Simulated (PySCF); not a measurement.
**A gas-phase reaction: BCl2HO + CuHO → BCl2CuO + H2O**

What reaction energy should one expect for `OB(Cl)Cl` + `[OH][Cu]` → `ClB(Cl)[O][Cu]` + `O`?

Computed with PySCF 2.14.0; each step states its level. No surroundings beyond the atoms listed, unless a continuum is named. Atoms count from 0, parts from 1.

## (1) The system as given

Each species was relaxed by itself at PBE0-D3(BJ)/def2-SVPD.

## (2) Reaction energy: wB97M-D3(BJ)/def2-TZVPD

Job settings and geometry (Å):

```
{"job": {"kind": "react", "xc": "wB97M-D3(BJ)", "basis": "def2-TZVPD"}, "charge": 0, "multiplicity": 1}
-1 BCl2HO charge 0 multiplicity 1
O     -0.077610     0.731140    -0.826790
B      0.050830    -0.295050     0.022900
Cl    -0.213780    -0.093370     1.760420
Cl     0.491940    -1.870210    -0.606420
H     -0.320580     1.563050    -0.408170

-1 CuHO charge 0 multiplicity 1
O      0.305970     0.313760    -0.373690
Cu    -0.416370    -1.272350     0.023760
H      0.097780     0.957970     0.310990

+1 BCl2CuO charge 0 multiplicity 1
Cl     1.016600     1.220820    -0.054260
B     -0.095530    -0.224480     0.544270
Cl     0.223070    -0.693030     2.216750
O     -0.933120    -0.690060    -0.305990
Cu    -0.492920     0.483280    -1.802120

+1 H2O charge 0 multiplicity 1
O      0.003320     0.389380    -0.002440
H     -0.764530    -0.188180    -0.000950
H      0.761210    -0.201160     0.003390
```

With the program's defaults for keys left out, this is: wB97M-D3(BJ)/def2-TZVPD reaction energy of separated species, gas phase.

Started as:

```bash
OMP_NUM_THREADS=1 python cluster_run.py task.json out
```

One launch serves the whole session: the jobs run in the order shown.

Log:

```text
species 1 (BCl2HO)
coarse grid: 25464 points
cycle   1  E = -1021.3157450999  dE =  5.881e-01  |g| = 6.636e-01  |ddm| = 1.725e+00
cycle   2  E = -1021.3226871738  dE = -6.942e-03  |g| = 7.244e-01  |ddm| = 8.484e-01
cycle   3  E = -1021.4124948874  dE = -8.981e-02  |g| = 5.183e-02  |ddm| = 3.937e-01
cycle   4  E = -1021.4130765699  dE = -5.817e-04  |g| = 2.922e-02  |ddm| = 6.464e-02
cycle   5  E = -1021.4132598910  dE = -1.833e-04  |g| = 6.084e-03  |ddm| = 2.500e-02
cycle   6  E = -1021.4132727230  dE = -1.283e-05  |g| = 1.439e-03  |ddm| = 7.205e-03
cycle   7  E = -1021.4132734251  dE = -7.021e-07  |g| = 3.912e-04  |ddm| = 1.772e-03
final grid: 51280 points
cycle   8  E = -1021.4132037125  dE = -7.498e-08  |g| = 2.359e-04  |ddm| = 2.343e-03
cycle   9  E = -1021.4132037218  dE = -9.278e-09  |g| = 1.906e-04  |ddm| = 4.455e-04
cycle  10  E = -1021.4132037305  dE = -8.713e-09  |g| = 2.189e-05  |ddm| = 1.308e-04
cycle  11  E = -1021.4132037308  dE = -3.420e-10  |g| = 1.120e-05  |ddm| = 5.598e-05
converged SCF energy = -1021.4132037308

species 2 (CuHO)
coarse grid: 15096 points
cycle   1  E = -1715.8969923578  dE =  5.357e-03  |g| = 2.361e+00  |ddm| = 1.402e+00
cycle   2  E = -1714.5820312944  dE =  1.315e+00  |g| = 4.398e+00  |ddm| = 2.183e+00
cycle   3  E = -1716.4032803610  dE = -1.821e+00  |g| = 2.752e-01  |ddm| = 1.549e+00
cycle   4  E = -1716.4021216329  dE =  1.159e-03  |g| = 2.695e-01  |ddm| = 2.214e-01
cycle   5  E = -1716.4130439019  dE = -1.092e-02  |g| = 1.857e-02  |ddm| = 1.155e-01
cycle   6  E = -1716.4132272676  dE = -1.834e-04  |g| = 5.942e-03  |ddm| = 3.020e-02
cycle   7  E = -1716.4132771182  dE = -4.985e-05  |g| = 3.547e-03  |ddm| = 1.893e-02
cycle   8  E = -1716.4132878563  dE = -1.074e-05  |g| = 1.350e-03  |ddm| = 9.244e-03
cycle   9  E = -1716.4132901848  dE = -2.328e-06  |g| = 6.312e-04  |ddm| = 4.666e-03
final grid: 29624 points
cycle  10  E = -1716.4132351652  dE = -3.578e-07  |g| = 9.224e-04  |ddm| = 1.341e-03
cycle  11  E = -1716.4132350903  dE =  7.495e-08  |g| = 2.201e-03  |ddm| = 1.255e-03
cycle  12  E = -1716.4132354491  dE = -3.588e-07  |g| = 2.842e-04  |ddm| = 4.887e-04
cycle  13  E = -1716.4132356028  dE = -1.537e-07  |g| = 9.519e-05  |ddm| = 1.720e-03
cycle  14  E = -1716.4132356080  dE = -5.278e-09  |g| = 2.440e-05  |ddm| = 2.481e-04
cycle  15  E = -1716.4132356086  dE = -6.119e-10  |g| = 7.685e-06  |ddm| = 8.793e-05
converged SCF energy = -1716.4132356086

species 3 (BCl2CuO)
coarse grid: 30432 points
cycle   1  E = -2660.9183483353  dE =  5.452e-01  |g| = 2.144e+00  |ddm| = 2.151e+00
cycle   2  E = -2660.1833978972  dE =  7.350e-01  |g| = 3.733e+00  |ddm| = 2.814e+00
cycle   3  E = -2661.3685208051  dE = -1.185e+00  |g| = 1.645e-01  |ddm| = 1.773e+00
cycle   4  E = -2661.3729345069  dE = -4.414e-03  |g| = 5.296e-02  |ddm| = 2.036e-01
cycle   5  E = -2661.3736552279  dE = -7.207e-04  |g| = 1.628e-02  |ddm| = 6.112e-02
cycle   6  E = -2661.3737623134  dE = -1.071e-04  |g| = 6.388e-03  |ddm| = 2.957e-02
cycle   7  E = -2661.3737777763  dE = -1.546e-05  |g| = 3.635e-03  |ddm| = 9.898e-03
cycle   8  E = -2661.3737872572  dE = -9.481e-06  |g| = 1.539e-03  |ddm| = 1.036e-02
final grid: 58952 points
cycle   9  E = -2661.3736190727  dE = -2.356e-06  |g| = 1.824e-03  |ddm| = 7.359e-03
cycle  10  E = -2661.3736195547  dE = -4.820e-07  |g| = 3.375e-03  |ddm| = 3.838e-03
cycle  11  E = -2661.3736205938  dE = -1.039e-06  |g| = 5.116e-04  |ddm| = 1.170e-03
cycle  12  E = -2661.3736209575  dE = -3.637e-07  |g| = 4.335e-04  |ddm| = 1.600e-03
cycle  13  E = -2661.3736213226  dE = -3.650e-07  |g| = 1.581e-04  |ddm| = 3.332e-03
cycle  14  E = -2661.3736213374  dE = -1.477e-08  |g| = 3.109e-05  |ddm| = 5.568e-04
cycle  15  E = -2661.3736213386  dE = -1.199e-09  |g| = 1.637e-05  |ddm| = 1.166e-04
cycle  16  E = -2661.3736213388  dE = -2.588e-10  |g| = 4.978e-06  |ddm| = 5.392e-05
converged SCF energy = -2661.3736213388

species 4 (H2O)
coarse grid: 10128 points
cycle   1  E = -76.4117498586  dE = -7.454e-02  |g| = 5.872e-01  |ddm| = 8.994e-01
cycle   2  E = -76.4087424894  dE =  3.007e-03  |g| = 6.461e-01  |ddm| = 5.038e-01
cycle   3  E = -76.4759334305  dE = -6.719e-02  |g| = 2.731e-02  |ddm| = 2.374e-01
cycle   4  E = -76.4760586336  dE = -1.252e-04  |g| = 5.497e-03  |ddm| = 1.609e-02
cycle   5  E = -76.4760673105  dE = -8.677e-06  |g| = 8.214e-04  |ddm| = 5.831e-03
final grid: 21952 points
cycle   6  E = -76.4760630073  dE = -1.975e-07  |g| = 5.843e-04  |ddm| = 1.373e-03
cycle   7  E = -76.4760630141  dE = -6.838e-09  |g| = 6.466e-04  |ddm| = 6.469e-04
cycle   8  E = -76.4760630778  dE = -6.363e-08  |g| = 3.199e-05  |ddm| = 2.236e-04
cycle   9  E = -76.4760630786  dE = -8.228e-10  |g| = 4.133e-06  |ddm| = 1.105e-04
converged SCF energy = -76.4760630786

Reaction energy = -15.069 kcal/mol
```

Wall time 25 s (1 thread of Intel Xeon 6975P-C, shared host); peak memory 0.77 GiB.

Species by species (with the dispersion term, which the log's SCF energies lack):

```
 ν         species  energy (Eh)  HOMO (eV)
-1        OB(Cl)Cl  -1021.41827     -11.46
-1        [OH][Cu]  -1716.41448      -9.31
+1  ClB(Cl)[O][Cu]  -2661.37994      -9.72
+1               O    -76.47682     -11.72
```

## (3) Reaction energy: PBE0-D3(BJ)/def2-TZVPD

Settings changed since step 2:

```diff
@@ -1,2 +1,2 @@
-{"job": {"kind": "react", "xc": "wB97M-D3(BJ)", "basis": "def2-TZVPD"}, "charge": 0, "multiplicity": 1}
+{"job": {"kind": "react", "xc": "PBE0", "basis": "def2-TZVPD", "disp": "d3bj"}, "charge": 0, "multiplicity": 1}
 -1 BCl2HO charge 0 multiplicity 1
```

With the program's defaults for keys left out, this is: PBE0-D3(BJ)/def2-TZVPD reaction energy of separated species, gas phase.

Log:

```text
species 1 (BCl2HO)
coarse grid: 6040 points
cycle   1  E = -1020.7971264328  dE =  5.077e-01  |g| = 6.371e-01  |ddm| = 1.812e+00
cycle   2  E = -1020.6900745604  dE =  1.071e-01  |g| = 1.006e+00  |ddm| = 1.016e+00
cycle   3  E = -1020.8698896084  dE = -1.798e-01  |g| = 8.618e-02  |ddm| = 6.583e-01
cycle   4  E = -1020.8714947593  dE = -1.605e-03  |g| = 3.242e-02  |ddm| = 9.616e-02
cycle   5  E = -1020.8716790390  dE = -1.843e-04  |g| = 8.424e-03  |ddm| = 2.909e-02
cycle   6  E = -1020.8716951941  dE = -1.616e-05  |g| = 2.775e-03  |ddm| = 7.289e-03
cycle   7  E = -1020.8716971567  dE = -1.963e-06  |g| = 3.016e-04  |ddm| = 2.037e-03
final grid: 51280 points
cycle   8  E = -1020.8722623574  dE = -3.715e-05  |g| = 5.372e-03  |ddm| = 6.423e-02
cycle   9  E = -1020.8722572683  dE =  5.089e-06  |g| = 7.435e-03  |ddm| = 6.609e-03
cycle  10  E = -1020.8722668981  dE = -9.630e-06  |g| = 8.629e-04  |ddm| = 4.410e-03
cycle  11  E = -1020.8722670052  dE = -1.071e-07  |g| = 1.682e-04  |ddm| = 6.623e-04
cycle  12  E = -1020.8722670108  dE = -5.653e-09  |g| = 6.423e-05  |ddm| = 1.522e-04
cycle  13  E = -1020.8722670118  dE = -9.486e-10  |g| = 1.517e-05  |ddm| = 5.387e-05
converged SCF energy = -1020.8722670118

species 2 (CuHO)
coarse grid: 15096 points
cycle   1  E = -1714.5442475358  dE =  1.076e+00  |g| = 3.905e+00  |ddm| = 1.776e+00
cycle   2  E = -1707.2950392708  dE =  7.249e+00  |g| = 8.061e+00  |ddm| = 4.372e+00
cycle   3  E = -1715.5168429995  dE = -8.222e+00  |g| = 2.066e+00  |ddm| = 3.924e+00
cycle   4  E = -1715.3800055674  dE =  1.368e-01  |g| = 1.746e+00  |ddm| = 1.837e+00
cycle   5  E = -1716.0357554417  dE = -6.557e-01  |g| = 1.637e-01  |ddm| = 1.202e+00
cycle   6  E = -1716.0387538630  dE = -2.998e-03  |g| = 3.684e-02  |ddm| = 1.028e-01
cycle   7  E = -1716.0390083681  dE = -2.545e-04  |g| = 5.539e-03  |ddm| = 3.126e-02
cycle   8  E = -1716.0390139624  dE = -5.594e-06  |g| = 1.994e-03  |ddm| = 7.375e-03
final grid: 29624 points
cycle   9  E = -1716.0390134487  dE =  1.939e-06  |g| = 4.259e-03  |ddm| = 3.910e-03
cycle  10  E = -1716.0389994982  dE =  1.395e-05  |g| = 9.953e-03  |ddm| = 8.237e-03
cycle  11  E = -1716.0390168985  dE = -1.740e-05  |g| = 9.369e-04  |ddm| = 5.215e-03
cycle  12  E = -1716.0390169727  dE = -7.427e-08  |g| = 1.297e-04  |ddm| = 2.494e-04
cycle  13  E = -1716.0390169832  dE = -1.048e-08  |g| = 1.359e-04  |ddm| = 3.514e-04
cycle  14  E = -1716.0390169862  dE = -2.971e-09  |g| = 1.394e-05  |ddm| = 1.856e-04
cycle  15  E = -1716.0390169862  dE = -3.229e-11  |g| = 1.041e-06  |ddm| = 1.315e-05
converged SCF energy = -1716.0390169862

species 3 (BCl2CuO)
coarse grid: 30432 points
cycle   1  E = -2659.1899467287  dE =  1.430e+00  |g| = 3.754e+00  |ddm| = 2.602e+00
cycle   2  E = -2653.6490381369  dE =  5.541e+00  |g| = 7.561e+00  |ddm| = 1.317e+01
cycle   3  E = -2660.1780293796  dE = -6.529e+00  |g| = 1.703e+00  |ddm| = 1.264e+01
cycle   4  E = -2660.1319782405  dE =  4.605e-02  |g| = 1.419e+00  |ddm| = 2.143e+00
cycle   5  E = -2660.5468667770  dE = -4.149e-01  |g| = 1.653e-01  |ddm| = 1.343e+00
cycle   6  E = -2660.5499117794  dE = -3.045e-03  |g| = 1.064e-01  |ddm| = 2.531e-01
cycle   7  E = -2660.5526807640  dE = -2.769e-03  |g| = 2.055e-02  |ddm| = 9.443e-02
cycle   8  E = -2660.5528050152  dE = -1.243e-04  |g| = 6.335e-03  |ddm| = 2.797e-02
cycle   9  E = -2660.5528248299  dE = -1.981e-05  |g| = 3.136e-03  |ddm| = 1.523e-02
cycle  10  E = -2660.5528290023  dE = -4.172e-06  |g| = 1.586e-03  |ddm| = 9.162e-03
final grid: 58952 points
cycle  11  E = -2660.5527602954  dE =  5.883e-07  |g| = 3.766e-03  |ddm| = 4.067e-03
cycle  12  E = -2660.5527534077  dE =  6.888e-06  |g| = 1.014e-02  |ddm| = 5.052e-03
cycle  13  E = -2660.5527615948  dE = -8.187e-06  |g| = 3.665e-04  |ddm| = 3.302e-03
cycle  14  E = -2660.5527616300  dE = -3.520e-08  |g| = 1.116e-04  |ddm| = 3.685e-04
cycle  15  E = -2660.5527616342  dE = -4.192e-09  |g| = 8.715e-05  |ddm| = 2.705e-04
cycle  16  E = -2660.5527616372  dE = -2.984e-09  |g| = 1.735e-05  |ddm| = 2.503e-04
cycle  17  E = -2660.5527616372  dE = -8.640e-11  |g| = 4.420e-06  |ddm| = 3.848e-05
converged SCF energy = -2660.5527616372

species 4 (H2O)
coarse grid: 2328 points
cycle   1  E = -76.3044294898  dE = -5.302e-03  |g| = 6.571e-01  |ddm| = 9.011e-01
cycle   2  E = -76.1882089896  dE =  1.162e-01  |g| = 1.036e+00  |ddm| = 7.256e-01
cycle   3  E = -76.3820292556  dE = -1.938e-01  |g| = 3.132e-02  |ddm| = 4.396e-01
cycle   4  E = -76.3822115613  dE = -1.823e-04  |g| = 5.864e-03  |ddm| = 1.606e-02
cycle   5  E = -76.3822167003  dE = -5.139e-06  |g| = 7.850e-04  |ddm| = 2.507e-03
final grid: 21952 points
cycle   6  E = -76.3808944177  dE = -1.510e-05  |g| = 3.449e-03  |ddm| = 9.300e-03
cycle   7  E = -76.3808924512  dE =  1.966e-06  |g| = 4.753e-03  |ddm| = 3.321e-03
cycle   8  E = -76.3808961687  dE = -3.717e-06  |g| = 2.517e-04  |ddm| = 1.965e-03
cycle   9  E = -76.3808961793  dE = -1.061e-08  |g| = 2.397e-05  |ddm| = 1.100e-04
cycle  10  E = -76.3808961794  dE = -1.117e-10  |g| = 3.293e-06  |ddm| = 1.514e-05
converged SCF energy = -76.3808961794

Reaction energy = -14.797 kcal/mol
```

Wall time 15 s (1 thread of Intel Xeon 6975P-C, shared host); peak memory 0.69 GiB.

Reaction energy at this level: -14.80 kcal/mol.

## (4) Comparing the runs

Energies in kcal/mol, with wall time:

```
                    run  reaction  time
wB97M-D3(BJ)/def2-TZVPD    -15.07  25 s
 PBE0-D3(BJ)/def2-TZVPD    -14.80  15 s
```

## (5) Summary of results

| quantity | value |
| --- | --- |
| reaction energy (wB97M-D3(BJ)/def2-TZVPD) | -15.07 kcal/mol |
| ΔH, ΔG at 298 K (xTB thermal terms) | -14.9, -14.0 kcal/mol |
| range of the reaction energy over the runs of this table | -15.07 to -14.80 kcal/mol |

In words: The reaction is exothermic by 14.9 kcal/mol in the gas phase; dispersion gives -0.48, and xTB itself gave -23.66 for the electronic energy (xTB energies and thermal terms come from the earlier relaxation of each species, not shown). No barrier was sought. The reaction energy runs from -15.07 (wB97M-D3(BJ)/def2-TZVPD) to -14.80 kcal/mol (PBE0-D3(BJ)/def2-TZVPD).
